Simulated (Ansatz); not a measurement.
# C2H4F3InO: basis-set convergence

How large a basis does C2H4F3InO need? Two functionals are run in growing sets.

Method: one geometry, several basis sets; program: Ansatz 0.2.0, Gaussian basis.

The runs, in order: PBE0-D4/def2-SVP; ωB97M-V/def2-SVP; PBE0-D4/def2-QZVPP; ωB97M-V/def2-QZVPP; the functionals' def2-TZVPP values are taken from earlier runs.

## (1) Structure used throughout

All runs share one geometry, relaxed beforehand with PBE0-D4 in a triple-zeta def2 set. In takes the def2 core potential; no spin-orbit term is included.

SMILES `FC(F)(F)C[O][InH2]`, 11 atoms, charge 0, spin multiplicity 1.

Atoms are counted from 1 here; the program's logs count them from 0.

Bond lengths: F1–C2 1.332 Å, C2–F3 1.335 Å, C2–F4 1.360 Å, C2–C5 1.517 Å, C5–O6 1.377 Å, C5–H8 1.098 Å, C5–H9 1.102 Å, O6–In7 2.018 Å, In7–H10 1.700 Å, In7–H11 1.708 Å. Angles: F1–C2–F3 107.9°, F1–C2–F4 106.4°, F1–C2–C5 113.0°, F3–C2–F4 106.9°, F3–C2–C5 111.8°, F4–C2–C5 110.4°, C2–C5–O6 111.2°, C2–C5–H8 106.6°, C2–C5–H9 105.9°, O6–C5–H8 110.9°, O6–C5–H9 114.4°, H8–C5–H9 107.5°, C5–O6–In7 120.1°, O6–In7–H10 110.1°, O6–In7–H11 111.7°, H10–In7–H11 138.0°.

Coordinates:

```xyz
11

F     0.2491   -0.6663    2.1552
C    -0.3867   -0.8647    1.0019
F    -1.3855   -1.7223    1.2251
F     0.4966   -1.4905    0.1790
C    -0.8806    0.4218    0.3685
O     0.1692    1.2410    0.0191
In    1.3633    0.7488   -1.5320
H    -1.5259    0.9089    1.1112
H    -1.5200    0.1161   -0.4757
H     2.9021    1.4415   -1.3277
H     0.5183   -0.1343   -2.7246
```

## (2) PBE0-D4 in def2-SVP

Input file in.yaml:

```yaml
crystal:
  periodic: [false, false, false]
  atoms:
    - {symbol: F, position_ang: [0.249067, -0.666329, 2.155169]}
    - {symbol: C, position_ang: [-0.386677, -0.864663, 1.001854]}
    - {symbol: F, position_ang: [-1.385531, -1.722317, 1.225130]}
    - {symbol: F, position_ang: [0.496644, -1.490536, 0.178973]}
    - {symbol: C, position_ang: [-0.880594, 0.421841, 0.368531]}
    - {symbol: O, position_ang: [0.169246, 1.241036, 0.019071]}
    - {symbol: In, position_ang: [1.363274, 0.748772, -1.531984]}
    - {symbol: H, position_ang: [-1.525877, 0.908942, 1.111245]}
    - {symbol: H, position_ang: [-1.519951, 0.116056, -0.475699]}
    - {symbol: H, position_ang: [2.902078, 1.441487, -1.327730]}
    - {symbol: H, position_ang: [0.518312, -0.134269, -2.724571]}
basis:
  gaussian: {orbitals: def2-SVP}
hamiltonian: {xc: pbe0, dispersion: d4}
output: {orbitals: {seedname: orbitals}}
```

The run is started by

```console
$ ansatz run in.yaml --threads 4 --pin off --events-out ev --progress --plain --max-ram 11315MiB
```

After this run come: ωB97M-V in def2-SVP; PBE0-D4 in def2-QZVPP; ωB97M-V in def2-QZVPP.

Q: Predict the results of all the runs planned. Wanted: PBE0-D4: double and triple zeta above quadruple; ωB97M-V: double and triple zeta above quadruple.

The runs gave:

```
                                       quantity           value
PBE0-D4: double and triple zeta above quadruple  15.65, 0.69 eV
ωB97M-V: double and triple zeta above quadruple  15.97, 0.65 eV
```

What this shows: For PBE0-D4 the step from double to triple zeta gains 14.96 eV and the next only 0.69 eV. These are total energies; as a rule much of such shifts cancels in differences, which this series doesn't test.
